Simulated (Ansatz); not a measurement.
**MnPt2 under changes of volume**

One of the cells (15.408 Å³/atom); the others are scaled copies at fixed shape and fractional positions:

```xyz
3
Lattice="2.8584 0.0000 0.0000 -1.4292 2.4755 0.0000 0.0000 0.0000 6.5325" Properties=species:S:1:pos:R:3 pbc="T T T"
Pt    1.4292    0.8252    2.0656
Pt    0.0000    1.6503    4.4669
Mn    0.0000    0.0000    0.0000
```

The cell comes from a database or a generator and needn't be the stable form of this composition.

```yaml
Program: Ansatz 0.2.0
Functional: r2SCAN
Potentials_or_basis: Ansatz PAW
Cutoff: "500 eV (not typed: the program's choice for these potentials)"
k_mesh: 11 × 11 × 4
Occupations: fermi-dirac, width 0.05 eV
Spin: collinear spin, ferromagnetic start
Starting_moments: "[0.0, 0.0, 4.0] μB"
```

```tsv
volume (Å³/atom)	energy over the lowest point (meV/atom)	pressure (GPa)	moment (μB per cell)	largest force (eV/Å)
14.483	25.11	11.6	4.78	0.194
14.791	7.81	6.4	4.79	0.144
15.099	0.00	1.8	4.80	0.095
15.408	0.58	-2.3	4.81	0.046
15.716	8.59	-5.9	4.82	0.003
16.024	23.11	-9.1	4.83	0.052
16.332	?	?	?	?
```

**Question.** What does the run at 16.332 Å³/atom give?

**Answer.** Energy over the lowest point 43.39 meV/atom; pressure -11.9 GPa; moment 4.83 μB per cell; largest force 0.099 eV/Å.

Worked out: A Birch-Murnaghan fit of order 3 (a polynomial in V^(-2/3)) to the other rows has its minimum at 15.23 Å³/atom with B0 = V·E''(V) = 204 GPa and B' = 5.2 at fixed shape and positions, which overstates the stiffness. It gives 43.40 meV/atom at 16.332 Å³/atom, against the run's 43.39, and -dE/dV = -11.9 GPa, against -11.9. A straight line through the other rows of the moment, of slope 0.0324 μB per Å³/atom, extrapolates to 4.84 μB, against the run's 4.83.

Energies are extrapolated to zero smearing.

Caveats: the magnetic or orbital state may not be the lowest; the PAW data sets come from PBE, with cores solved anew for the run's functional, which leaves a small shift of forces and pressure.
